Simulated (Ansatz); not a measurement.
Crystal: HPbNO4.

```
H Pb N O
1.0
     3.85404    0.14384    0.09012
    -0.25320    5.52698    0.16471
    -0.48197   -1.92720    5.72025
H Pb N O
1 1 1 4
Direct
  0.10913 0.65718 0.54463
  0.61029 0.52127 0.15100
  0.91580 0.96263 0.95867
  0.01384 0.13639 0.88084
  0.72398 0.01057 0.12858
  0.00389 0.73732 0.87043
  0.11927 0.59324 0.37651
```

The cell was built by a generator and needn't be a form met in nature.

```yaml
Program: Ansatz 0.2.0
Task: relaxation of cell and atoms
Functional: PBE
Dispersion: D3(BJ)
Potentials_or_basis: Ansatz PAW
Cutoff: "420 eV (not typed: the program's choice for these potentials)"
k_mesh: 5 × 4 × 4
Occupations: fermi-dirac, width 0.05 eV
Spin: no spin polarisation
```

At the start: volume 17.65 Å³/atom.

Question: How do energy, volume and symmetry change on relaxing?

Answer: It ends after 20 steps and the volume is 16.65 Å³/atom (-5.7 %); space group P1 (No. 1, to 0.05 Å).

Step by step:
| step | energy change (eV) | largest force (eV/Å) | volume (Å³) |
| --- | --- | --- | --- |
| 1 | 0.0000 | 0.0407 | 123.55 |
| 2 | -0.0200 | 0.0914 | 119.24 |
| 3 | -0.0219 | 0.2741 | 119.46 |
| 4 | -0.0241 | 0.1098 | 119.42 |
| 5 | -0.0258 | 0.0786 | 119.17 |
| 6 | -0.0262 | 0.0393 | 119.12 |
| 7 | -0.0265 | 0.0309 | 119.05 |
| 8 | -0.0269 | 0.0072 | 118.97 |
| 9 | -0.0156 | 0.0066 | 118.97 |
| 10 | -0.0197 | 0.0587 | 118.12 |
| 11 | -0.0207 | 0.0431 | 117.87 |
| 12 | -0.0217 | 0.0215 | 117.59 |
| 13 | -0.0218 | 0.0058 | 117.58 |
| 14 | -0.0176 | 0.0057 | 117.58 |
| 15 | -0.0203 | 0.0163 | 116.95 |
| 16 | -0.0204 | 0.0145 | 116.93 |
| 17 | -0.0203 | 0.0104 | 116.95 |
| 18 | -0.0183 | 0.0101 | 116.95 |
| 19 | -0.0200 | 0.0065 | 116.57 |
| 20 | -0.0185 | 0.0066 | 116.57 |

Final structure:
```
H Pb N O
1.0
     3.82079    0.15629   -0.03618
    -0.23868    5.50599    0.20340
    -0.66733   -1.88214    5.47005
H Pb N O
1 1 1 4
Cartesian
  -0.0242 2.5955 3.1921
  2.0676 2.6762 0.8955
  2.6028 3.6553 5.3785
  -0.6256 -0.8923 4.7660
  2.6923 -0.0467 0.6802
  -0.7742 2.4261 4.9019
  0.1253 2.5396 2.2229
```

Caveat: the plane-wave basis is chosen anew once the cell has moved, so the energies of steps on either side of that aren't comparable; the pressure holds a Pulay correction of +0.5 GPa for the finite cutoff.
